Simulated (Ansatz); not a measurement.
**C₂H₈Cl₂GeSi: how energies converge with the basis set**

An exercise on one series of results from a longer session: the logs are not shown, and one member is left open.

Computed with Ansatz 0.2.0, Gaussian basis. Level: one geometry, several basis sets.

The runs, in order: PBE0-D4/def2-SVP; ωB97M-V/def2-SVP; PBE0-D4/def2-QZVPP; ωB97M-V/def2-QZVPP; the functionals' def2-TZVPP values are taken from earlier runs.

## The geometry

All runs share one geometry, relaxed beforehand with PBE0-D4 in a triple-zeta def2 set.

SMILES `Cl[SiH](Cl)C[CH2][GeH3]`, 14 atoms, charge 0, spin multiplicity 1.

Atoms are counted from 1 here; the program's logs count them from 0.

Bond lengths: Cl1–Si2 2.049 Å, Si2–Cl3 2.050 Å, Si2–C4 1.860 Å, Si2–H7 1.477 Å, C4–C5 1.529 Å, C4–H8 1.097 Å, C4–H9 1.097 Å, C5–Ge6 1.966 Å, C5–H10 1.094 Å, C5–H11 1.093 Å, Ge6–H12 1.537 Å, Ge6–H13 1.539 Å, Ge6–H14 1.540 Å. Angles: Cl1–Si2–Cl3 109.2°, Cl1–Si2–C4 108.8°, Cl1–Si2–H7 107.3°, Cl3–Si2–C4 109.7°, Cl3–Si2–H7 107.3°, C4–Si2–H7 114.5°, Si2–C4–C5 116.0°, Si2–C4–H8 106.2°, Si2–C4–H9 106.4°, C5–C4–H8 110.6°, C5–C4–H9 111.2°, H8–C4–H9 105.9°, C4–C5–Ge6 115.4°, C4–C5–H10 109.8°, C4–C5–H11 110.5°, Ge6–C5–H10 106.7°, Ge6–C5–H11 107.5°, H10–C5–H11 106.5° and more.

The first run:

File in.yaml:

```yaml
crystal:
  periodic: [false, false, false]
  atoms:
    - {symbol: Cl, position_ang: [-3.092321, -0.911305, 1.836661]}
    - {symbol: Si, position_ang: [-1.534561, 0.156267, 1.042908]}
    - {symbol: Cl, position_ang: [-0.733049, 1.360356, 2.495535]}
    - {symbol: C, position_ang: [-0.242516, -1.034461, 0.433578]}
    - {symbol: C, position_ang: [1.096591, -0.419134, 0.025850]}
    - {symbol: Ge, position_ang: [1.026318, 0.810317, -1.506645]}
    - {symbol: H, position_ang: [-2.094252, 1.040556, 0.000400]}
    - {symbol: H, position_ang: [-0.101239, -1.769492, 1.235070]}
    - {symbol: H, position_ang: [-0.696936, -1.583510, -0.400393]}
    - {symbol: H, position_ang: [1.803544, -1.210608, -0.237854]}
    - {symbol: H, position_ang: [1.538221, 0.125849, 0.864147]}
    - {symbol: H, position_ang: [2.453989, 1.174661, -1.944569]}
    - {symbol: H, position_ang: [0.271496, 2.099471, -1.137763]}
    - {symbol: H, position_ang: [0.291914, 0.131734, -2.678223]}
basis:
  gaussian: {orbitals: def2-SVP}
hamiltonian: {xc: pbe0, dispersion: d4}
output: {orbitals: {seedname: orbitals}}
```

Among the steps run: PBE0-D4 in def2-SVP; ωB97M-V in def2-SVP; PBE0-D4 in def2-QZVPP; ωB97M-V in def2-QZVPP.

One table of the session follows, with a row left open; its other results are not shown here.

It belongs to the step «Functionals by basis». 

```
functional       basis  HOMO (eV)  LUMO (eV)
   PBE0-D4    def2-SVP      -8.38       0.46
   PBE0-D4  def2-TZVPP      -8.42       0.16
   PBE0-D4  def2-QZVPP      -8.43      -0.02
   ωB97M-V    def2-SVP     -10.53       2.32
   ωB97M-V  def2-TZVPP          ?          ?
   ωB97M-V  def2-QZVPP     -10.61       1.45
```

Estimate the missing values for ωB97M-V, def2-TZVPP.

**Answer.** HOMO (eV): -10.59; LUMO (eV): 1.88. In the column «HOMO (eV)» it lies between ωB97M-V, def2-QZVPP (-10.61) and ωB97M-V, def2-SVP (-10.53).
